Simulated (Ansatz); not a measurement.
# Cu: the cost of one run

Program: Ansatz 0.2.0. Level of theory: DFT r2SCAN, scalar-relativistic, plane waves, PAW. These are calculated values, not measurements.

1 further run of the same task is left out (set aside as unsound or not needed).

## (1) Starting point

The structure is orthorhombic, space group Cmcm (No. 63). Conventional cell: a = 2.840 Å, b = 5.101 Å, c = 4.857 Å, α = 90.00°, β = 90.00°, γ = 90.00°. Au (site symmetry m2m) has 12 Au at 2.84 to 2.95 Å as nearest neighbours.

Coordinates:

```xyz
2
Lattice="1.4199 -2.5507 0.0000 1.4199 2.5507 0.0000 0.0000 0.0000 4.8568" Properties=species:S:1:pos:R:3 pbc="T T T"
Au    1.4199   -0.8374    1.2142
Au    1.4199    0.8374    3.6426
```

It goes back to an entry of the Materials Project, which need not be the stable form.

It is the result of an earlier relaxation at this level (volume 17.59 Å³/atom; gap on the mesh: none (metal)).

## (2) The substitution Au → Cu

The start of Cu: fractional positions of relaxed Au, cell scaled by 0.980, a guess from tabulated radii.

## (3) Probe: one point at the start (Cu)

input.yaml reads:

```yaml
crystal:
  lattice:
    - [1.3916379497, -2.4998792103, 0.0]
    - [1.3916379497, 2.4998792103, 0.0]
    - [0.0, 0.0, 4.7600633353]
  atoms:
    - { symbol: Cu, position: [0.6641465054, 0.3358534946, 0.25] }
    - { symbol: Cu, position: [0.3358534946, 0.6641465054, 0.75] }
basis:
  ecutwfc: 500
kpoints:
  mp_grid: { grid: [8, 8, 4] }
hamiltonian:
  xc: r2scan
scf:
  occupations: { method: gaussian, width: 0.1 }
output:
  forces: true
  stress: true
  eigenvalues: true
```

The run is started by

```sh
ansatz run input.yaml --threads 1 --pin off --max-ram 2560MiB --backend cpu --events-out ev --progress --plain --runs-dir out
```

**Question.** How long does this run take on 1 thread of Arm Neoverse V1, shared host, and how much memory does it need?

About 7.1 s, with a peak of 0.41 GiB.
